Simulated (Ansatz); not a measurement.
# KZr2: the cost of one run

Method: DFT PBE, scalar-relativistic, plane waves, PAW, in Ansatz 0.2.0.

**1. The system as given**

Symmetry: Fm-3m, No. 225, cubic system. The conventional cell has a = 6.425 Å, b = 6.425 Å, c = 6.425 Å, α = 90.00°, β = 90.00°, γ = 90.00°. K (site symmetry m-3m) has 8 Zr at 2.78 Å as nearest neighbours. Zr (site symmetry -43m) has 4 K at 2.78 Å as nearest neighbours.

As a file:

```xyz
3
Lattice="0.0000 3.2127 3.2127 3.2127 0.0000 3.2127 3.2127 3.2127 0.0000" Properties=species:S:1:pos:R:3 pbc="T T T"
K     0.0000    0.0000    0.0000
Zr    1.6064    1.6064    1.6064
Zr    4.8191    4.8191    4.8191
```

The cell is invented: species swapped into a database cell of CeH2 (Fm-3m, No. 225), with K on the Ce sites and Zr on the H sites. Lengths come from tabulated atomic sizes and are only a guess.

**2. The guess as it stands, on a coarse mesh**

Contents of input.yaml:

```yaml
crystal:
  lattice:
    - [0.0, 3.21273276, 3.21273276]
    - [3.21273276, 0.0, 3.21273276]
    - [3.21273276, 3.21273276, 0.0]
  atoms:
    - { symbol: K, position: [0.0, 0.0, 0.0] }
    - { symbol: Zr, position: [0.25, 0.25, 0.25] }
    - { symbol: Zr, position: [0.75, 0.75, 0.75] }
basis:
  ecutwfc: 420
kpoints:
  mp_grid: { grid: [6, 6, 6] }
hamiltonian:
  xc: pbe
scf:
  occupations: { method: gaussian, width: 0.1 }
  lower_state_search: "off"
output:
  forces: true
  stress: true
  eigenvalues: true
```

On the command line:

```sh
> ansatz run input.yaml --threads 1 --pin off --max-ram 2048MiB --backend cpu --events-out ev --progress --plain --runs-dir out
```

**Question.** How long does this run take on 1 thread of Arm Neoverse V1, shared host, and how much memory does it need?

About 1.6 s, with a peak of 0.32 GiB.
